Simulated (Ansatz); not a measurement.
**CH3AlCl2O: a ladder of functionals and wavefunction methods**

Aim: compute CH3AlCl2O with functionals from several rungs and with coupled cluster, and see how far each lands from CCSD(T) at the basis-set limit for the atomisation energy.

Method: functionals in def2-TZVPP, the program's frozen cores in correlated methods; program: Ansatz 0.2.0, Gaussian basis.

The runs, in order: LDA (SPW92), PBE-D4, revPBE-D4, BLYP-D4, r2SCAN-D4, B97M-V, PBE0-D4, B3LYP-D4, r2SCANh-D4, r2SCAN0-D4, HSE06-D4, BHLYP-D4, CAM-B3LYP-D4, LC-ωPBE, ωB97X-V, ωB97M-V, B2PLYP, PBE-QIDH; CCSD(T)/def2-SVP; CCSD(T)/def2-TZVPP; MP2/def2-QZVPP; extrapolation to the limit; RPA on PBE.

### Step 1. The relaxed structure

The geometry comes from an earlier relaxation with PBE0-D4 in a triple-zeta def2 set; it is a stationary point, not always the lowest conformer.

8 atoms, charge 0, spin multiplicity 1.

Atoms are counted from 1 here; the program's logs count them from 0.

Bond lengths: C1–O2 1.402 Å, C1–H6 1.095 Å, C1–H7 1.094 Å, C1–H8 1.094 Å, O2–Al3 1.664 Å, Al3–Cl4 2.080 Å, Al3–Cl5 2.071 Å. Angles: O2–C1–H6 112.4°, O2–C1–H7 109.7°, O2–C1–H8 109.7°, H6–C1–H7 108.4°, H6–C1–H8 108.4°, H7–C1–H8 108.2°, C1–O2–Al3 136.0°, O2–Al3–Cl4 120.8°, O2–Al3–Cl5 119.1°, Cl4–Al3–Cl5 120.1°.

Geometry (Å):

```
C    -0.6396    1.0462   -0.5177
O    -0.5799   -0.2533    0.0044
Al    0.6149   -1.2610    0.5761
Cl    2.6006   -0.6424    0.6191
Cl    0.1012   -3.1510    1.2491
H     0.3457    1.5225   -0.5643
H    -1.2927    1.6637    0.1055
H    -1.0579    1.0182   -1.5279
```

### Step 2. LDA

This LDA is Slater exchange with PW92 correlation.

in.yaml reads:

```yaml
crystal:
  periodic: [false, false, false]
  atoms:
    - {symbol: C, position_ang: [-0.639597, 1.046229, -0.517728]}
    - {symbol: O, position_ang: [-0.579853, -0.253292, 0.004406]}
    - {symbol: Al, position_ang: [0.614853, -1.261037, 0.576082]}
    - {symbol: Cl, position_ang: [2.600614, -0.642397, 0.619133]}
    - {symbol: Cl, position_ang: [0.101155, -3.150990, 1.249117]}
    - {symbol: H, position_ang: [0.345708, 1.522491, -0.564332]}
    - {symbol: H, position_ang: [-1.292667, 1.663714, 0.105508]}
    - {symbol: H, position_ang: [-1.057915, 1.018183, -1.527887]}
basis:
  gaussian: {orbitals: def2-TZVPP}
hamiltonian: {xc: lda}
output: {orbitals: {seedname: orbitals}}
```

The run is started by

```console
ansatz run in.yaml --threads 4 --pin off --events-out ev --progress --plain --max-ram 10444MiB
```

Further steps of the session: PBE-D4 (GGA); revPBE-D4 (GGA); BLYP-D4 (GGA); r2SCAN-D4 (meta-GGA); B97M-V (meta-GGA); PBE0-D4 (hybrid); B3LYP-D4 (hybrid); r2SCANh-D4 (hybrid); r2SCAN0-D4 (hybrid); HSE06-D4 (hybrid); BHLYP-D4 (hybrid); CAM-B3LYP-D4 (range-separated); LC-ωPBE (range-separated); ωB97X-V (range-separated); ωB97M-V (range-separated); B2PLYP (double hybrid); PBE-QIDH (double hybrid); CCSD(T) in def2-SVP; CCSD(T) in def2-TZVPP; MP2 in def2-QZVPP; RPA on PBE orbitals.

Before running them: what should the planned runs give, taken together? Wanted: atomisation energy, CCSD(T)/CBS; farthest beyond LDA; mean size of error, GGA; mean size of error, meta-GGA; mean size of error, hybrid; mean size of error, range-separated; mean size of error, double hybrid; gap, smallest and largest; T1 diagnostic.

**Answer**, as computed:

| quantity | value |
| --- | --- |
| atomisation energy, CCSD(T)/CBS | 2980.5 kJ/mol |
| functionals within 14.9 kJ/mol (0.5 %) | r2SCAN-D4, B97M-V, r2SCANh-D4, ωB97X-V, ωB97M-V |
| farthest beyond LDA | BHLYP-D4 (-112.6 kJ/mol) |
| mean size of error, GGA | 42.3 kJ/mol |
| mean size of error, meta-GGA | 12.6 kJ/mol |
| mean size of error, hybrid | 40.4 kJ/mol |
| mean size of error, range-separated | 11.9 kJ/mol |
| mean size of error, double hybrid | 36.8 kJ/mol |
| gap, smallest and largest | 5.27 eV (LDA (SPW92)), 12.91 eV (LC-ωPBE) |
| T1 diagnostic | 0.0102 |
| triples share of the correlation energy | 3.8 % |

**Reading.** LDA overbinds by 388.1 kJ/mol (13 %). PBE-D4 misses by +25.3 kJ/mol. Double hybrids carry the basis error of their MP2 part in triple zeta, and no dispersion term here, so their miss is partly the set-up's. The rungs range-separated, meta-GGA miss on average by less than the doubt on the reference (14.9 kJ/mol), so they tie. The reference freezes the cores and leaves out relativity and excitations past (T), so misses under about 14.9 kJ/mol can't be ranked. Hartree-Fock recovers 74 % of the binding; the rest is correlation. CCSD(T) in def2-SVP is off by -182.5 kJ/mol, more than most functionals: a good method in a small basis is no reference. The gap grows from 5.3 to 12.9 eV across the functionals, mostly with the share of exact exchange.
